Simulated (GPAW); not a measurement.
A calculation with GPAW 26.7.0 of InSb3 (ASE script, structure typed inline):

The input run.py:

```python
from ase import Atoms
from ase.dft.bandgap import bandgap
from ase.io import write
from ase.units import GPa
from gpaw import GPAW, PW

atoms = Atoms(['Sb', 'Sb', 'Sb', 'In'],
              cell=[[4.806367, 0.0, 0.0],
                    [0.0, 4.806367, 0.0],
                    [0.0, 0.0, 4.806367]],
              scaled_positions=[[0.5, 0.5, 0.0],
                                [0.0, 0.5, 0.5],
                                [0.5, 0.0, 0.5],
                                [0.0, 0.0, 0.0]],
              pbc=True)

calc = GPAW(mode=PW(600),
            xc='PBE',
            kpts={'size': (6, 6, 6), 'gamma': True},
            occupations={'name': 'fermi-dirac', 'width': 0.05},
            nbands=45,
            convergence={'density': 1e-05, 'energy': 1e-05},
            maxiter=150,
            txt='gpaw.txt')
atoms.calc = calc
energy = atoms.get_potential_energy()
forces = atoms.get_forces()
stress = atoms.get_stress()
calc.write('gs.gpw')
write('result.traj', atoms)
print(f'Energy: {energy:.6f} eV')
print('Forces (eV/A):')
print(forces.round(4))
print('Stress (GPa):', (stress / GPa).round(3))
print('Fermi level:', round(calc.get_fermi_level(), 4), 'eV')
print(f'Gap: {bandgap(calc)[0]:.4f} eV, direct: {bandgap(calc, direct=True)[0]:.4f} eV')
```

Potentials or basis: GPAW PAW data sets (gpaw-data 1.2.1), pw.

Launch:

```bash
$ OMP_NUM_THREADS=1 python run.py
```

The cell comes from a database or a generator and needn't be the stable form of this composition.

**Question.** Write the same calculation in another form: cli, structure from a POSCAR.

**Answer.** As run:

The input POSCAR:

```
InSb3
1.0
    4.8063670000      0.0000000000      0.0000000000
    0.0000000000      4.8063670000      0.0000000000
    0.0000000000      0.0000000000      4.8063670000
Sb In
3 1
Direct
    0.5000000000      0.5000000000      0.0000000000
    0.0000000000      0.5000000000      0.5000000000
    0.5000000000      0.0000000000      0.5000000000
    0.0000000000      0.0000000000      0.0000000000
```

Potentials or basis: GPAW PAW data sets (gpaw-data 1.2.1), pw.

Run with:

```bash
$ OMP_NUM_THREADS=1 gpaw run POSCAR -p 'mode=PW(600),xc=PBE,kpts={size:(6,6,6),gamma:True},occupations={name:fermi-dirac,width:0.05},nbands=45,convergence={density:1e-05,energy:1e-05},maxiter=150,txt=gpaw.txt' --properties efs -w gs.gpw
```

Both were run:

|  | ASE script, structure typed inline | cli, structure from a POSCAR |
| --- | --- | --- |
| Pressure | -0.1 GPa | -0.1 GPa |
| Band gap on the k mesh | none (metal or under the smearing width) | none (metal or under the smearing width) |

Keys that steer only the numerical path or the files written may differ.
